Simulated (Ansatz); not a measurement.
# C₃H₉BSi: small, medium and large basis sets

One table from this session's results is given with a row withheld; the runs are named, their logs left out.

Computed with Ansatz 0.2.0, Gaussian basis. Level: one geometry, several basis sets.

The runs, in order: PBE0-D4/def2-SVP; ωB97M-V/def2-SVP; PBE0-D4/def2-QZVPP; ωB97M-V/def2-QZVPP; the functionals' def2-TZVPP values are taken from earlier runs.

## Structure used throughout

The geometry comes from an earlier relaxation with PBE0-D4 in a triple-zeta def2 set; it is a stationary point, not always the lowest conformer.

SMILES `BC[SiH]1CC1`, 14 atoms, charge 0, spin multiplicity 1.

Atoms are counted from 1 here; the program's logs count them from 0.

Bond lengths: B1–C2 1.535 Å, B1–H6 1.196 Å, B1–H7 1.199 Å, C2–Si3 1.887 Å, C2–H8 1.089 Å, C2–H9 1.091 Å, Si3–C4 1.871 Å, Si3–C5 1.847 Å, Si3–H10 1.477 Å, C4–C5 1.532 Å, C4–H11 1.085 Å, C4–H12 1.083 Å, C5–H13 1.085 Å, C5–H14 1.085 Å. Angles: C2–B1–H6 121.1°, C2–B1–H7 119.9°, H6–B1–H7 119.0°, B1–C2–Si3 90.8°, B1–C2–H8 118.5°, B1–C2–H9 117.0°, Si3–C2–H8 110.2°, Si3–C2–H9 105.3°, H8–C2–H9 111.9°, C2–Si3–C4 119.7°, C2–Si3–C5 122.0°, C2–Si3–H10 115.3°, C4–Si3–C5 48.7°, C4–Si3–H10 115.6°, C5–Si3–H10 118.9°, Si3–C4–C5 64.8°, Si3–C4–H11 117.1°, Si3–C4–H12 120.9° and more.

Set-up of the first run:

The input, in.yaml:

```yaml
crystal:
  periodic: [false, false, false]
  atoms:
    - {symbol: B, position_ang: [-0.650758, 0.230549, 1.799060]}
    - {symbol: C, position_ang: [-0.617911, 1.395972, 0.799976]}
    - {symbol: Si, position_ang: [0.643582, 0.481840, -0.265549]}
    - {symbol: C, position_ang: [0.436827, -1.351176, -0.578685]}
    - {symbol: C, position_ang: [0.150618, -0.448399, -1.782859]}
    - {symbol: H, position_ang: [-1.505036, -0.605049, 1.744724]}
    - {symbol: H, position_ang: [0.212227, 0.126935, 2.625304]}
    - {symbol: H, position_ang: [-1.515115, 1.608786, 0.220963]}
    - {symbol: H, position_ang: [-0.114904, 2.309845, 1.120481]}
    - {symbol: H, position_ang: [2.036511, 0.955736, -0.140891]}
    - {symbol: H, position_ang: [1.340516, -1.949929, -0.627821]}
    - {symbol: H, position_ang: [-0.404892, -1.894689, -0.167451]}
    - {symbol: H, position_ang: [-0.881766, -0.394269, -2.113074]}
    - {symbol: H, position_ang: [0.857100, -0.495353, -2.605478]}
basis:
  gaussian: {orbitals: def2-SVP}
hamiltonian: {xc: pbe0, dispersion: d4}
output: {orbitals: {seedname: orbitals}}
```

Among the steps run: PBE0-D4 in def2-SVP; ωB97M-V in def2-SVP; PBE0-D4 in def2-QZVPP; ωB97M-V in def2-QZVPP.

One of the session's tables, all rows but one given; the rest of the session is left out.

It belongs to the step «Density functionals: the series». 

```
functional       basis  HOMO (eV)
   PBE0-D4    def2-SVP          ?
   PBE0-D4  def2-TZVPP      -6.93
   PBE0-D4  def2-QZVPP      -6.93
   ωB97M-V    def2-SVP      -9.03
   ωB97M-V  def2-TZVPP      -9.03
   ωB97M-V  def2-QZVPP      -9.03
```

Q: Estimate the row for PBE0-D4, def2-SVP from the others.

The run gave: HOMO (eV): -6.94. In the column «HOMO (eV)» it lies between ωB97M-V, def2-QZVPP (-9.03) and PBE0-D4, def2-TZVPP (-6.93).
